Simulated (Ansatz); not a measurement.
**C2H6F2Sn: basis-set convergence**

The task here is to estimate one member of a computed series from the others.

The runs use Ansatz 0.2.0, Gaussian basis; one geometry, several basis sets.

Plan: PBE0-D4/def2-SVP; ωB97M-V/def2-SVP; PBE0-D4/def2-QZVPP; ωB97M-V/def2-QZVPP; the functionals' def2-TZVPP values are taken from earlier runs.

### Structure used throughout

All runs share one geometry, relaxed beforehand with PBE0-D4 in a triple-zeta def2 set. Sn takes the def2 core potential; no spin-orbit term is included.

SMILES `C[CH2][SnH]([F])[F]`, 11 atoms, charge 0, spin multiplicity 1.

Atoms are counted from 1 here; the program's logs count them from 0.

Bond lengths: C1–C2 1.523 Å, C1–H6 1.092 Å, C1–H7 1.093 Å, C1–H8 1.092 Å, C2–Sn3 2.125 Å, C2–H9 1.092 Å, C2–H10 1.092 Å, Sn3–F4 1.919 Å, Sn3–F5 1.919 Å, Sn3–H11 1.699 Å. Angles: C2–C1–H6 111.6°, C2–C1–H7 110.4°, C2–C1–H8 111.6°, H6–C1–H7 107.7°, H6–C1–H8 107.7°, H7–C1–H8 107.7°, C1–C2–Sn3 111.2°, C1–C2–H9 111.9°, C1–C2–H10 111.9°, Sn3–C2–H9 107.1°, Sn3–C2–H10 107.1°, H9–C2–H10 107.4°, C2–Sn3–F4 105.9°, C2–Sn3–F5 106.0°, C2–Sn3–H11 127.7°, F4–Sn3–F5 102.6°, F4–Sn3–H11 106.0°, F5–Sn3–H11 106.0°.

Set-up of the first run:

in.yaml reads:

```yaml
crystal:
  periodic: [false, false, false]
  atoms:
    - {symbol: C, position_ang: [-1.418605, 0.346049, 0.127903]}
    - {symbol: C, position_ang: [-0.418330, -0.772153, -0.133204]}
    - {symbol: Sn, position_ang: [1.578511, -0.047848, -0.068844]}
    - {symbol: F, position_ang: [1.649064, 1.414054, -1.310276]}
    - {symbol: F, position_ang: [1.765889, 0.832443, 1.626214]}
    - {symbol: H, position_ang: [-1.336475, 1.139689, -0.617039]}
    - {symbol: H, position_ang: [-2.440447, -0.040680, 0.091529]}
    - {symbol: H, position_ang: [-1.268367, 0.797239, 1.110452]}
    - {symbol: H, position_ang: [-0.494983, -1.569115, 0.610083]}
    - {symbol: H, position_ang: [-0.563296, -1.227165, -1.115774]}
    - {symbol: H, position_ang: [3.012541, -0.929511, -0.300444]}
basis:
  gaussian: {orbitals: def2-SVP}
hamiltonian: {xc: pbe0, dispersion: d4}
output: {orbitals: {seedname: orbitals}}
```

Among the steps run: PBE0-D4 in def2-SVP; ωB97M-V in def2-SVP; PBE0-D4 in def2-QZVPP; ωB97M-V in def2-QZVPP.

One of the session's tables, all rows but one given; the rest of the session is left out.

It belongs to the step «Functionals by basis». 

| functional | basis | HOMO (eV) |
| --- | --- | --- |
| PBE0-D4 | def2-SVP | -8.58 |
| PBE0-D4 | def2-TZVPP | -8.65 |
| PBE0-D4 | def2-QZVPP | ? |
| ωB97M-V | def2-SVP | -10.72 |
| ωB97M-V | def2-TZVPP | -10.81 |
| ωB97M-V | def2-QZVPP | -10.82 |

**Question.** Estimate the row for PBE0-D4, def2-QZVPP.

**Answer.** HOMO (eV): -8.66. In the column «HOMO (eV)» it lies between ωB97M-V, def2-SVP (-10.72) and PBE0-D4, def2-TZVPP (-8.65).
